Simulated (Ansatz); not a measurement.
Relaxation of a periodic cell of 13 atoms, Zn12H (host Zn, host structure hcp, interstitial H), to a largest force component of 0.08 eV/Å in at most 25 steps.

The calculation used Ansatz 0.2.0, DFT r2SCAN, scalar-relativistic, plane waves, PAW. Settings: accuracy low, cutoff 500 eV, k mesh 4x3x3, fermi-dirac smearing 0.15 eV, no spin polarisation.

```xyz
13
Lattice="5.3200 0.0000 0.0000 -3.9900 6.9109 0.0000 0.0000 0.0000 4.9370" Properties=species:S:1:pos:R:3
Zn 0.000 0.000 0.000
Zn 0.000 1.536 2.468
Zn -1.330 2.304 0.000
Zn -1.330 3.839 2.468
Zn -2.660 4.607 0.000
Zn -2.660 6.143 2.468
Zn 2.660 0.000 0.000
Zn 2.660 1.536 2.468
Zn 1.330 2.304 0.000
Zn 1.330 3.839 2.468
Zn 0.000 4.607 0.000
Zn 0.000 6.143 2.468
H 1.333 3.865 4.136
```

**Question.** Where does it end, and by what steps?

**Answer.** The run converged. Limits of this set-up: coarse k mesh, odd electron count without spin, a small cell, in which the defect meets its images, a typed lattice constant that wasn't relaxed here, low accuracy level. After 7 steps the energy has fallen by 0.336 eV; Zn9 moved furthest, 0.20 Å.

```json
{"step": "0", "energy less start (eV)": "0.0000", "largest force component (eV/Å)": "1.249", "accepted": "yes"}
{"step": "1", "energy less start (eV)": "-0.2299", "largest force component (eV/Å)": "0.602", "accepted": "yes"}
{"step": "2", "energy less start (eV)": "-0.3211", "largest force component (eV/Å)": "0.148", "accepted": "yes"}
{"step": "3", "energy less start (eV)": "-0.3209", "largest force component (eV/Å)": "0.081", "accepted": "no"}
{"step": "4", "energy less start (eV)": "-0.3211", "largest force component (eV/Å)": "0.147", "accepted": "yes"}
{"step": "5", "energy less start (eV)": "-0.3209", "largest force component (eV/Å)": "0.080", "accepted": "no"}
{"step": "6", "energy less start (eV)": "-0.3317", "largest force component (eV/Å)": "0.081", "accepted": "yes"}
{"step": "7", "energy less start (eV)": "-0.3356", "largest force component (eV/Å)": "0.028", "accepted": "yes"}
```

```xyz
13
Lattice="5.3200 0.0000 0.0000 -3.9900 6.9109 0.0000 0.0000 0.0000 4.9370" Properties=species:S:1:pos:R:3
Zn -0.026 -0.010 -0.086
Zn -0.005 1.529 2.448
Zn -1.337 2.309 -0.078
Zn -1.324 3.840 2.478
Zn -2.578 4.696 0.116
Zn -2.655 6.167 2.444
Zn 2.680 0.036 -0.099
Zn 2.675 1.536 2.439
Zn 1.314 2.146 0.115
Zn 1.332 3.842 2.383
Zn -0.092 4.671 0.051
Zn 0.003 6.156 2.418
H 1.347 3.805 4.318
```

Whether the end is a true minimum wasn't checked by a vibrational analysis.

Time of the run: 73 s on 4 threads of Intel(R) Xeon(R) 6975P-C (Granite Rapids), with other jobs on the host, peak memory 0.99 GiB.
